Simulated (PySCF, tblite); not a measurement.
# CH₅BrNSi₄ radical: geometry, infrared bands and EPR parameters

Aim: predict the infrared bands and EPR parameters of CH₅BrNSi₄ radical (`N#C[Si@@H]1[SiH][SiH2][Si@@H]1Br`).

Programs: tblite 0.8.0 and PySCF 2.14.0, with density-fitted response routines of our own. Each step states its level of theory. These are calculated values for one molecule in the gas phase, unless marked as measured. Atoms count from 0, in the outputs and in this text.

## (1) The starting structure

12 atoms, charge 0, multiplicity 2; geometry from: force field or distance geometry start.

Bonds of the start (Å): N0–C1 1.15, C1–Si2 1.86, Si2–Si3 2.28, Si3–Si4 2.30, Si4–Si5 2.29, Si5–Br6 2.20, Si5–Si2 2.26, Si2–H7 1.49, Si3–H8 1.50, Si4–H9 1.49, Si4–H10 1.48, Si5–H11 1.49.

## (2) Relaxing the molecule with GFN2-xTB

The job: settings as JSON, then the geometry in Å.

```
{"job": {"kind": "relax", "xc": "GFN2-xTB", "basis": "xTB"}, "charge": 0, "multiplicity": 2}
N     -3.727600     0.888000     0.436600
C     -2.745900     0.378300     0.130700
Si    -1.147300    -0.461600    -0.307500
Si     0.092000    -0.885800     1.561500
Si     1.898900    -0.222800     0.309900
Si     0.434300     1.017500    -0.939600
Br     0.176400     3.038700    -0.098800
H     -1.261200    -1.647700    -1.194400
H      0.165900    -2.360300     1.833700
H      2.482300    -1.362700    -0.446500
H      2.893200     0.558600     1.080700
H      0.740000     1.059100    -2.392400
```

Command:

```sh
OMP_NUM_THREADS=1 python probes_run.py task.json out
```

This one command runs all jobs of the session in turn.

**Question.** This job is followed by: GFN2-xTB harmonic vibrations, gas phase; UKS B3LYP, def2-TZVP-core on Br, pcH-1 on C H N Si, non-relativistic, mean-field spin-orbit, GIAO. What will the session give for the following? strongest single infrared mode (GFN2-xTB); zero-point energy (GFN2-xTB); g(iso) (B3LYP); ⟨S²⟩; largest a(iso); potential on the surface of density 0.002 e/bohr³, 1st and 99th percentile.

**Answer**, as computed:

| quantity | value |
| --- | --- |
| strongest single infrared mode (GFN2-xTB) | 2133 cm⁻¹, 542 km/mol |
| zero-point energy (GFN2-xTB) | 31.3 kcal/mol |
| g(iso) (B3LYP) | 2.00423 |
| ⟨S²⟩ | 0.753 (exact 0.75) |
| largest a(iso) | 29Si on Si3, -282.3 MHz |
| potential on the surface of density 0.002 e/bohr³, 1st and 99th percentile | -1.71 V and 2.04 V |

In words: The optimisation took 99 steps and gained 0.634 eV; among the close pairs (by a distance rule), Si2–Si5 changed most, from 2.256 to 2.370 Å. No mode is imaginary among the 30: a minimum at this level. The strongest single mode, at 2133 cm⁻¹, moves mainly H8. GFN2-xTB is a fitted tight-binding method: band positions and strengths are rough. Its intensities can rank the bands wrongly. Most of the unpaired spin sits on Si3 (0.92 e). The isotropic g lies 1.9 ppt above the free-electron value. The hyperfine terms hold no scalar relativity, which the heavier nuclei need. These values are for one conformer; the search (at its own cheap level) found 1 more, at 0.42 kcal/mol, and measured spectra average over such forms.
